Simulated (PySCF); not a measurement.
# C6H7N3S: excited states, first hyperpolarisability

What do calculations give for the excited states, first hyperpolarisability of C6H7N3S (`CN(C)c1cnc(C#N)s1`)?

Computed with PySCF 2.14.0 and routines of our own; the level stands in each step. Atoms count from 0.

### 1 The system as given

17 atoms, charge 0, multiplicity 1; geometry from: GFN2-xTB.

### 2 Optimising the geometry at PBE0-D3(BJ)/def2-SVP

The job: settings as JSON, then the geometry in Å.

```
{"job": {"xc": "PBE0", "basis": "def2-SVP", "d3": "d3bj", "grid": 2, "kind": "geom"}, "charge": 0, "multiplicity": 1}
C     -1.287207     1.554127     0.907831
N     -1.074485     0.403075     0.065727
C     -2.175548    -0.515763    -0.105731
C      0.188550    -0.059406    -0.105245
C      0.604351    -1.241048    -0.701576
N      1.923202    -1.407348    -0.792719
C      2.597671    -0.428127    -0.291467
C      3.984724    -0.309945    -0.241633
N      5.124779    -0.181066    -0.183254
S      1.577095     0.865176     0.380679
H     -0.581575     2.339392     0.634264
H     -1.150672     1.320161     1.970112
H     -2.298087     1.927640     0.755922
H     -2.090518    -1.015555    -1.069512
H     -2.205845    -1.274833     0.683775
H     -3.107124     0.045739    -0.089175
H     -0.036309    -2.010189    -1.088400
```

On the command line:

```
> OMP_NUM_THREADS=1 python excited_run.py task.json out
```

The driver reads the jobs from task.json and runs them one after another.

Output:

```text
step   0  E = -794.26056896  max force = 0.031736
step   1  E = -794.26300851  max force = 0.003318
step   2  E = -794.26306103  max force = 0.001456
step   3  E = -794.26307173  max force = 0.000549
step   4  E = -794.26307652  max force = 0.000396
optimisation converged
```

Run time: 85 s. Hardware: 1 thread of Arm Neoverse V1, shared host; peak memory 0.93 GiB.

The steps of the relaxation:

| step | energy from step 0 (eV) | largest force component (eV/Å) |
| --- | --- | --- |
| 0 | 0.0000 | 1.6319 |
| 1 | -0.0664 | 0.1706 |
| 2 | -0.0678 | 0.0749 |
| 3 | -0.0681 | 0.0282 |
| 4 | -0.0682 | 0.0204 |

Close pairs (by a distance rule), those that changed most:

| bond | before (Å) | after (Å) | change (Å) |
| --- | --- | --- | --- |
| C6–C7 | 1.393 | 1.418 | +0.025 |
| C6–S9 | 1.779 | 1.757 | -0.022 |
| C4–H16 | 1.073 | 1.089 | +0.016 |
| C4–N5 | 1.332 | 1.347 | +0.015 |
| C7–N8 | 1.149 | 1.161 | +0.012 |
| N5–C6 | 1.290 | 1.302 | +0.012 |
| C2–H13 | 1.089 | 1.101 | +0.012 |
| C0–H10 | 1.091 | 1.102 | +0.011 |

The end geometry stands in the next job.

| at the end point | value |
| --- | --- |
| point group (found at 0.08 Å tolerance) | C1 |
| rotational constants (GHz, main isotopes) | 3.270, 0.694, 0.577 |
| dipole moment (D) | 8.23 |

### 3 Excited states: TDA wB97X-D/aug-cc-pVDZ

The job: settings as JSON, then the geometry in Å.

```
{"job": {"kind": "states", "xc": "wB97X-D", "basis": "aug-cc-pVDZ", "tda": true, "soc": true, "nstates": 6, "ntriplets": 5, "nquad": 4}, "charge": 0, "multiplicity": 1}
C     -1.414734     1.801967     0.252950
N     -1.194720     0.641120    -0.571873
C     -2.289035    -0.261815    -0.829352
C      0.068202     0.175506    -0.753835
C      0.482333    -1.036842    -1.306808
N      1.815248    -1.209970    -1.398541
C      2.476827    -0.193925    -0.923989
C      3.888916    -0.075313    -0.873430
N      5.041268     0.054457    -0.815916
S      1.464172     1.102268    -0.305156
H     -0.719283     2.607763    -0.031938
H     -1.279409     1.595727     1.332180
H     -2.435383     2.174584     0.094049
H     -2.185258    -0.713353    -1.827633
H     -2.351973    -1.078410    -0.085410
H     -3.231405     0.300635    -0.812427
H     -0.191032    -1.820658    -1.651336
```

Method: TDA wB97X-D/aug-cc-pVDZ excited states, vertical, gas phase, spin-orbit mean-field couplings.

Output:

```text
coarse grid: 15672 points
cycle   1  E = -795.0197576436  dE =  2.162e+00  |g| = 6.210e-01  |ddm| = 1.442e+01
cycle   2  E = -794.9231261289  dE =  9.663e-02  |g| = 9.683e-01  |ddm| = 5.848e+00
cycle   3  E = -795.1269636870  dE = -2.038e-01  |g| = 8.079e-02  |ddm| = 3.769e+00
cycle   4  E = -795.1275930095  dE = -6.293e-04  |g| = 7.383e-02  |ddm| = 4.185e-01
cycle   5  E = -795.1289022027  dE = -1.309e-03  |g| = 1.243e-02  |ddm| = 2.211e-01
cycle   6  E = -795.1289453773  dE = -4.317e-05  |g| = 5.166e-03  |ddm| = 6.948e-02
cycle   7  E = -795.1289547980  dE = -9.421e-06  |g| = 1.577e-03  |ddm| = 3.068e-02
final grid: 149576 points
cycle   8  E = -795.1571844189  dE = -1.602e-04  |g| = 7.715e-03  |ddm| = 7.193e-01
cycle   9  E = -795.1571821609  dE =  2.258e-06  |g| = 9.163e-03  |ddm| = 5.573e-02
cycle  10  E = -795.1572001694  dE = -1.801e-05  |g| = 1.635e-03  |ddm| = 2.197e-02
cycle  11  E = -795.1572006758  dE = -5.064e-07  |g| = 8.354e-04  |ddm| = 9.775e-03
cycle  12  E = -795.1572008583  dE = -1.825e-07  |g| = 2.555e-04  |ddm| = 2.772e-03
cycle  13  E = -795.1572008751  dE = -1.683e-08  |g| = 5.735e-05  |ddm| = 1.035e-03
cycle  14  E = -795.1572008776  dE = -2.407e-09  |g| = 3.638e-05  |ddm| = 4.914e-04
cycle  15  E = -795.1572008782  dE = -6.789e-10  |g| = 1.073e-05  |ddm| = 2.650e-04
converged SCF energy = -795.1572008782

Singlet excitations
state   eV       nm        f     d(h-e)  d(exc)  Lambda  PR(NTO)  |dmu|/D   mu/D   main configurations
  1   4.4433   279.0   0.50547   1.075   3.339   0.686   1.128    2.545   10.879   H->L 0.93
  2   4.9269   251.6   0.00347   1.224   3.382   0.352   1.031    2.778    9.396   H->L+5 0.71, H->L+4 0.08
  3   5.3365   232.3   0.03304   1.058   4.364   0.264   1.239    4.972    3.835   H->L+1 0.54, H->L+3 0.11, H-2->L 0.08
  4   5.3471   231.9   0.00130   0.746   2.971   0.482   1.210    1.645    7.833   H-2->L 0.88
  5   5.6016   221.3   0.00039   1.455   3.620   0.390   1.077                     H->L+9 0.41, H->L+10 0.36
  6   5.9422   208.7   0.00313   0.571   3.201   0.563   2.127                     H-1->L 0.49, H->L+11 0.17

Triplet excitations (Tamm-Dancoff)
state   eV     d(h-e)  d(exc)  Lambda  PR(NTO)   main configurations
  1   2.8080   0.678   3.109   0.698   1.029   H->L 0.93
  2   4.6787   0.835   2.631   0.494   1.059   H-2->L 0.89
  3   4.7234   0.364   2.835   0.524   1.556   H->L+11 0.37, H-1->L 0.20, H->L+14 0.09
  4   4.7455   1.138   3.245   0.362   1.106   H->L+5 0.66, H->L+4 0.09
  5   4.9680   0.340   2.811   0.676   1.359   H-1->L 0.65, H-3->L 0.16
S1 - T1 = 1.6353 eV

Spin-orbit couplings |<S|Hso|T>| (cm-1)
             T1       T2       T3       T4       T5
S0        1.408   59.605    2.064   19.890    4.816
S1        2.680    5.217    7.253   34.227    1.981
S2       36.919    0.461    9.851    4.032    5.672
S3       10.563    2.775    9.822    5.561   13.216
S4        2.887    3.096   25.006    4.862   43.949
S5       11.519    3.563    9.216   23.033    0.620
S6        0.713   43.106    1.345    3.543    2.452
T1 sublevels (cm-1): 0.000 0.006 0.015   radiative rates (1/s): 0.264 0.0135 0.703
```

Wall time 1.8 min (1 thread of Arm Neoverse V1, shared host); peak memory 1.2 GiB.

From this job:

```
  quantity    value
S1 less T1  1.64 eV
```

Orbitals, density, ELF and potential are computed afterwards from the orbital file.

Frontier orbitals at wB97X-D/aug-cc-pVDZ, with the share of their density that lies nearest to each atom:

```
orbital  energy (eV)                                   lies on
   HOMO        -7.91   N1 25 %; C4, C6 about 19 % each; C3 9 %
   LUMO         0.03  N5 20 %; C3, C6 about 16 % each; S9 15 %
```

ELF in a plane through or near 13 of the atoms.

Ten even steps from ' ' (0.00) to '@' (1.00):
```
                                                        
                                                        
                                                        
                    ....      ==--                      
                  ..++**==  ..@@##..  ..                
      ::--::::    --%%@@%%  ::@@@@==%%@@++              
    --####++==::  --%%++%%::..%%++++@@@@%%              
    **@@@@####++..==::##::--  --::++@@@@**              
    ##@@**==**++++****::****::++%%++++--                
    ++%%##%%--==##::##==##::**==..==..----              
    ::++**##**##++--==  ++==++******%%@@@@==            
      ..::==--..--%%**++**%%==..**::%%@@@@**            
          ..    **++--##--++..  **--**@@@@--            
              --@@@@##++##@@**  @@@@==....              
              --%%@@==::@@@@%%  %%%%--                  
                ====    @@@@%%  ..--                    
                        **%%==                          
                                                        
                                                        
                                                        
```
The map spans 15.4 Å across and 9.7 Å up, centred on the molecule. Atoms in the plane (x, y in Å): C0 (1.6, 1.5), N1 (1.1, 0.2), C2 (2.0, -1.0), C3 (-0.2, -0.1), C4 (-0.9, -1.3), N5 (-2.2, -1.2), C6 (-2.7, 0.0), C7 (-4.0, 0.4), N8 (-5.1, 0.8), S9 (-1.4, 1.2), H12 (2.7, 1.6), H15 (3.0, -0.6), H16 (-0.4, -2.3).

On the surface of density 0.002 e/bohr³ the electrostatic potential runs, from the 1st to the 99th percentile, from -1.85 V near N8 to 1.60 V near H12.

### 4 Excited states: TDDFT CAM-B3LYP/aug-cc-pVDZ

The job, as its differences from that of step 3:

```diff
@@ -1,2 +1,2 @@
-{"job": {"kind": "states", "xc": "wB97X-D", "basis": "aug-cc-pVDZ", "tda": true, "soc": true, "nstates": 6, "ntriplets": 5, "nquad": 4}, "charge": 0, "multiplicity": 1}
+{"job": {"kind": "states", "xc": "CAM-B3LYP", "basis": "aug-cc-pVDZ", "tpa": true, "nstates": 8, "nquad": 6, "ntriplets": 0}, "charge": 0, "multiplicity": 1}
 C     -1.414734     1.801967     0.252950
```

Level: TDDFT CAM-B3LYP/aug-cc-pVDZ excited states, vertical, gas phase, two-photon moments by quadratic response.

Output:

```text
coarse grid: 15672 points
cycle   1  E = -794.9738349558  dE =  2.086e+00  |g| = 5.839e-01  |ddm| = 1.906e+01
cycle   2  E = -794.8438801458  dE =  1.300e-01  |g| = 1.011e+00  |ddm| = 7.169e+00
cycle   3  E = -795.0679471652  dE = -2.241e-01  |g| = 8.374e-02  |ddm| = 5.566e+00
cycle   4  E = -795.0682681002  dE = -3.209e-04  |g| = 8.212e-02  |ddm| = 4.372e-01
cycle   5  E = -795.0698352373  dE = -1.567e-03  |g| = 1.352e-02  |ddm| = 3.004e-01
cycle   6  E = -795.0698784198  dE = -4.318e-05  |g| = 5.684e-03  |ddm| = 6.707e-02
cycle   7  E = -795.0698880441  dE = -9.624e-06  |g| = 1.493e-03  |ddm| = 2.406e-02
final grid: 149576 points
cycle   8  E = -795.1058903539  dE = -2.033e-05  |g| = 3.724e-03  |ddm| = 3.188e-01
cycle   9  E = -795.1058900423  dE =  3.116e-07  |g| = 4.134e-03  |ddm| = 2.848e-02
cycle  10  E = -795.1058939507  dE = -3.908e-06  |g| = 6.427e-04  |ddm| = 8.968e-03
cycle  11  E = -795.1058940495  dE = -9.875e-08  |g| = 2.403e-04  |ddm| = 2.234e-03
cycle  12  E = -795.1058940642  dE = -1.472e-08  |g| = 1.161e-04  |ddm| = 1.037e-03
cycle  13  E = -795.1058940679  dE = -3.653e-09  |g| = 4.897e-05  |ddm| = 6.018e-04
cycle  14  E = -795.1058940686  dE = -7.449e-10  |g| = 2.121e-05  |ddm| = 1.850e-04
converged SCF energy = -795.1058940686

Singlet excitations
state   eV       nm        f     d(h-e)  d(exc)  Lambda  PR(NTO)  |dmu|/D   mu/D   delta(TPA)   sigma/GM   main configurations
  1   4.1806   296.6   0.37771   1.033   3.315   0.680   1.178    2.671   10.976      542.74      3.475   H->L 0.96
  2   4.8956   253.3   0.00487   1.141   3.745   0.336   1.035    3.085    7.138       46.34      0.407   H->L+5 0.53, H->L+1 0.27
  3   5.0975   243.2   0.02479   0.955   4.415   0.279   1.037    4.366    4.388      191.77      1.826   H->L+1 0.54, H->L+3 0.20
  4   5.2968   234.1   0.00053   0.842   2.758   0.500   1.023    1.907    8.478        0.83      0.009   H-2->L 0.95
  5   5.5308   224.2   0.00017   1.374   3.820   0.375   1.071    4.013   12.066       19.86      0.223   H->L+10 0.39, H->L+9 0.27
  6   5.7890   214.2   0.00303   0.776   3.684   0.469   2.041    3.125    7.602      151.65      1.862   H-1->L 0.37, H->L+2 0.15, H->L+6 0.12
  7   5.8219   213.0   0.00029   1.348   4.948   0.277   1.203                                            H->L+2 0.62
  8   5.9209   209.4   0.00121   2.306   5.239   0.296   1.040                                            H->L+3 0.42, H->L+5 0.22, H->L+8 0.11
```

It took 2.1 min on 1 thread of Arm Neoverse V1, shared host; peak memory 1.3 GiB.

### 5 First hyperpolarisability: quadratic response CAM-B3LYP/aug-cc-pVDZ

The job, as its differences from that of step 4:

```diff
@@ -1,2 +1,2 @@
-{"job": {"kind": "states", "xc": "CAM-B3LYP", "basis": "aug-cc-pVDZ", "tpa": true, "nstates": 8, "nquad": 6, "ntriplets": 0}, "charge": 0, "multiplicity": 1}
+{"job": {"kind": "beta", "xc": "CAM-B3LYP", "basis": "aug-cc-pVDZ"}, "charge": 0, "multiplicity": 1}
 C     -1.414734     1.801967     0.252950
```

With the program's defaults for keys left out, this is: quadratic response CAM-B3LYP/aug-cc-pVDZ first hyperpolarisability, Taylor convention, gas phase.

Output:

```text
coarse grid: 15672 points
cycle   1  E = -794.9738349558  dE =  2.086e+00  |g| = 5.839e-01  |ddm| = 1.906e+01
cycle   2  E = -794.8438801458  dE =  1.300e-01  |g| = 1.011e+00  |ddm| = 7.169e+00
cycle   3  E = -795.0679471652  dE = -2.241e-01  |g| = 8.374e-02  |ddm| = 5.566e+00
cycle   4  E = -795.0682681002  dE = -3.209e-04  |g| = 8.212e-02  |ddm| = 4.372e-01
cycle   5  E = -795.0698352373  dE = -1.567e-03  |g| = 1.352e-02  |ddm| = 3.004e-01
cycle   6  E = -795.0698784198  dE = -4.318e-05  |g| = 5.684e-03  |ddm| = 6.707e-02
cycle   7  E = -795.0698880441  dE = -9.624e-06  |g| = 1.493e-03  |ddm| = 2.406e-02
final grid: 149576 points
cycle   8  E = -795.1058903539  dE = -2.033e-05  |g| = 3.724e-03  |ddm| = 3.188e-01
cycle   9  E = -795.1058900423  dE =  3.116e-07  |g| = 4.134e-03  |ddm| = 2.848e-02
cycle  10  E = -795.1058939507  dE = -3.908e-06  |g| = 6.427e-04  |ddm| = 8.968e-03
cycle  11  E = -795.1058940495  dE = -9.875e-08  |g| = 2.403e-04  |ddm| = 2.234e-03
cycle  12  E = -795.1058940642  dE = -1.472e-08  |g| = 1.161e-04  |ddm| = 1.037e-03
cycle  13  E = -795.1058940679  dE = -3.653e-09  |g| = 4.897e-05  |ddm| = 6.018e-04
cycle  14  E = -795.1058940686  dE = -7.449e-10  |g| = 2.121e-05  |ddm| = 1.850e-04
converged SCF energy = -795.1058940686

Lowest singlets (eV, f): 4.1806 0.3777  4.8956 0.0049  5.0975 0.0248

First hyperpolarisability (au)
process     nm      |vector|   parallel      HRS      DR
static         -      912.31     523.18     432.19   3.509
shg       1907.0     1036.14     595.31     487.46   3.581
eope      1907.0      950.68     545.52          -       -
shg       1064.0     1441.52     831.75     666.53   3.773
eope      1064.0     1045.89      601.0          -       -
```

It took 1.8 min on 1 thread of Arm Neoverse V1, shared host; peak memory 1.3 GiB.

### 6 Excited states: TDA wB97X-D/aug-cc-pVDZ in chloroform

The job, as its differences from that of step 5:

```diff
@@ -1,2 +1,2 @@
-{"job": {"kind": "beta", "xc": "CAM-B3LYP", "basis": "aug-cc-pVDZ"}, "charge": 0, "multiplicity": 1}
+{"job": {"kind": "states", "xc": "wB97X-D", "basis": "aug-cc-pVDZ", "tda": true, "soc": true, "nstates": 6, "ntriplets": 5, "nquad": 4, "solvent": "chloroform"}, "charge": 0, "multiplicity": 1}
 C     -1.414734     1.801967     0.252950
```

With the program's defaults for keys left out, this is: TDA wB97X-D/aug-cc-pVDZ excited states, vertical, IEF-PCM chloroform (non-equilibrium response), spin-orbit mean-field couplings.

Output:

```text
coarse grid: 15672 points
cycle   1  E = -795.0435766006  dE =  2.139e+00  |g| = 5.901e-01  |ddm| = 1.443e+01
cycle   2  E = -794.9824404540  dE =  6.114e-02  |g| = 8.536e-01  |ddm| = 6.630e+00
cycle   3  E = -795.1389741093  dE = -1.565e-01  |g| = 7.065e-02  |ddm| = 3.983e+00
cycle   4  E = -795.1396527291  dE = -6.786e-04  |g| = 6.009e-02  |ddm| = 4.245e-01
cycle   5  E = -795.1405307006  dE = -8.780e-04  |g| = 9.882e-03  |ddm| = 2.012e-01
cycle   6  E = -795.1405588502  dE = -2.815e-05  |g| = 4.082e-03  |ddm| = 5.665e-02
cycle   7  E = -795.1405647202  dE = -5.870e-06  |g| = 1.242e-03  |ddm| = 3.027e-02
final grid: 149576 points
cycle   8  E = -795.1687080331  dE = -1.609e-04  |g| = 7.475e-03  |ddm| = 8.089e-01
cycle   9  E = -795.1687080967  dE = -6.357e-08  |g| = 8.292e-03  |ddm| = 5.447e-02
cycle  10  E = -795.1687228713  dE = -1.477e-05  |g| = 1.416e-03  |ddm| = 2.385e-02
cycle  11  E = -795.1687232489  dE = -3.777e-07  |g| = 7.127e-04  |ddm| = 1.031e-02
cycle  12  E = -795.1687233815  dE = -1.326e-07  |g| = 2.272e-04  |ddm| = 2.311e-03
cycle  13  E = -795.1687233939  dE = -1.241e-08  |g| = 4.204e-05  |ddm| = 1.051e-03
cycle  14  E = -795.1687233953  dE = -1.338e-09  |g| = 2.215e-05  |ddm| = 4.879e-04
cycle  15  E = -795.1687233955  dE = -2.492e-10  |g| = 6.404e-06  |ddm| = 1.968e-04
converged SCF energy = -795.1687233955

Singlet excitations
state   eV       nm        f     d(h-e)  d(exc)  Lambda  PR(NTO)  |dmu|/D   mu/D   main configurations
  1   4.1580   298.2   0.62779   1.184   3.393   0.686   1.101    3.412   13.986   H->L 0.94
  2   4.8993   253.1   0.00322   1.350   3.405   0.294   1.038    3.965   13.591   H->L+5 0.40, H->L+2 0.18, H->L+4 0.14
  3   5.3623   231.2   0.00419   1.578   3.653   0.309   1.142    5.793   16.054   H->L+6 0.38, H->L+9 0.16, H->L+5 0.11
  4   5.4003   229.6   0.00089   0.798   2.804   0.506   1.083    2.146   11.165   H-2->L 0.94
  5   5.4282   228.4   0.03262   0.558   4.347   0.260   1.079                     H->L+1 0.62
  6   5.8414   212.3   0.00116   0.663   3.128   0.599   2.008                     H-1->L 0.58, H->L+10 0.15

Triplet excitations (Tamm-Dancoff)
state   eV     d(h-e)  d(exc)  Lambda  PR(NTO)   main configurations
  1   2.6766   0.782   3.173   0.698   1.023   H->L 0.94
  2   4.6292   0.607   2.771   0.574   2.013   H-1->L 0.43, H->L+10 0.27, H->L+14 0.08
  3   4.7083   1.267   3.308   0.306   1.153   H->L+5 0.40, H->L+2 0.17, H->L+4 0.13
  4   4.7507   0.805   2.678   0.493   1.120   H-2->L 0.88
  5   4.9429   0.238   2.881   0.634   1.884   H-1->L 0.42, H-3->L 0.18, H->L+10 0.18
S1 - T1 = 1.4814 eV

Spin-orbit couplings |<S|Hso|T>| (cm-1)
             T1       T2       T3       T4       T5
S0        1.469    2.337   23.301   60.196    5.268
S1        1.885    1.204   34.031    8.192    2.063
S2       36.811   11.346    1.940    1.473    8.733
S3       15.952    6.028   21.981    5.226    9.635
S4        7.419   38.083    4.273    1.324   37.561
S5        1.560    0.536    5.425    4.860    3.363
S6        0.844    1.216   17.319   44.055    3.033
T1 sublevels (cm-1): 0.000 0.009 0.015   radiative rates (1/s): 0.31 0.0146 0.343
```

Wall time 1.7 min (1 thread of Arm Neoverse V1, shared host); peak memory 1.3 GiB.

Key values:

| quantity | value |
| --- | --- |
| S1 less T1 | 1.48 eV |

### 7 Results

| quantity | value |
| --- | --- |
| point group | C1 |
| rotational constants (main isotopes) | 3.27, 0.69, 0.58 GHz |
| S1 less T1 (step 3, TDA wB97X-D/aug-cc-pVDZ) | 1.64 eV |
| surface potential, 1st and 99th percentile | -1.85 V and 1.60 V |
| β vector (step 5, quadratic response CAM-B3LYP/aug-cc-pVDZ) | static 912, SHG 1907.0 nm 1036, SHG 1064.0 nm 1442 au |
| S1 less T1 (step 6, TDA wB97X-D/aug-cc-pVDZ in chloroform) | 1.48 eV |

**Reading.** Over 4 steps the energy fell by 0.068 eV; of the close pairs, C6–C7 changed most, 1.393 to 1.418 Å. In step 3, the number of triplets below S1 is 1, and the largest singlet-triplet spin-orbit coupling is S0–T2, 59.60 cm⁻¹. β grows from 912 au (static) to 1442 au for doubling at 1064.0 nm: normal dispersion, which grows as twice the photon energy moves toward the bright states. In step 6, the number of triplets below S1 is 1, and the largest singlet-triplet spin-orbit coupling is S0–T4, 60.20 cm⁻¹.
